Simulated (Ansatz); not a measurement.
Predict the output of the script below (the Python package of Ansatz (0.2.0)).

The script, `formation_al2cu.py`:
```python
"""Formation energy of Al2Cu from the elements, after relaxing atoms and volume at fixed cell shape."""

from collections import Counter
import warnings

import ansatz as az
import numpy as np

PHASES = {
    "Al2Cu": (
        [(4.105182, 0.0, 0.0), (0.0, 4.105182, 0.0), (0.0, 0.0, 2.891313)],
        [
            ("Al", (0.5, 0.0, 0.5)),
            ("Al", (0.0, 0.5, 0.5)),
            ("Cu", (0.0, 0.0, 0.0)),
        ],
    ),
    "Al": (
        [(0.0, 2.024805, 2.024805), (2.024805, 0.0, 2.024805), (2.024805, 2.024805, 0.0)],
        [
            ("Al", (0.0, 0.0, 0.0)),
        ],
    ),
    "Cu": (
        [(0.0, 1.8075, 1.8075), (1.8075, 0.0, 1.8075), (1.8075, 1.8075, 0.0)],
        [
            ("Cu", (0.0, 0.0, 0.0)),
        ],
    ),
}


def build(vectors, sites):
    crystal = az.Crystal(lattice=az.Lattice.of(vectors))
    for symbol, position in sites:
        crystal = crystal.atom(symbol, position)
    return crystal


def run_phase(name, crystal):
    calc = crystal.calculation()
    calc = calc.functional(az.Functional.PBESOL).basis(420)
    calc = calc.kpoints(spacing=0.14)
    calc = calc.occupations("cold", width=0.1)
    calc = calc.stress()
    calc = calc.relax(force_tolerance=0.02, max_steps=40, fix_cell=["shape"])
    return calc.run()


def counts(outcome):
    return Counter(site.symbol for site in outcome.lattice.sites)

def formation_energy(outcome, mu):
    n = counts(outcome)
    return (outcome.report["energy_sigma0_ev"] - sum(k * mu[element] for element, k in n.items())) / sum(n.values())


def volume_per_atom(outcome):
    return abs(np.linalg.det(outcome.lattice.cell_ang)) / len(outcome.lattice.sites)

warnings.simplefilter("ignore", az.DeckWarning)

phases = {name: build(*cell) for name, cell in PHASES.items()}

done = {name: run_phase(name, crystal) for name, crystal in phases.items()}

# chemical potentials of the elements at zero temperature
references = {"Al": "Al", "Cu": "Cu"}
mu = {element: done[name].report["energy_sigma0_ev"] / len(done[name].lattice.sites) for element, name in references.items()}

target = done["Al2Cu"]
heat = formation_energy(target, mu)
n = counts(target)
print("cell content:", dict(n), " volume", round(volume_per_atom(target), 3), "A^3/atom")
print("formation energy", round(heat, 4), "eV/atom,", round(heat * sum(n.values()), 4), "eV per cell")
print("bound against the elements" if heat < 0 else "unbound against the elements")
```

Output of `python formation_al2cu.py`:
```text
cell content: {<Element.AL: 'Al'>: 2, <Element.CU: 'Cu'>: 1}  volume 15.821 A^3/atom
formation energy -0.0278 eV/atom, -0.0835 eV per cell
bound against the elements
```

Notes:
- No spin polarisation was allowed.
- Atoms and volume are relaxed with the cell's shape held, which in cells of lower than cubic symmetry can hide stresses and shift volumes.
- The cells come from databases of deposited and of computed structures, and not all need be stable phases.
- The compound is the structure given, not necessarily its lowest; energies are at zero temperature, with no correction for gases. A semilocal functional's error on such energies is often 0.05 to 0.1 eV an atom, and 0.1 to 0.3 eV against gases such as O2 or F2.
- It ran for 85 s on 1 thread of Arm Neoverse N1, with other jobs on the host, peak memory 0.5 GiB.
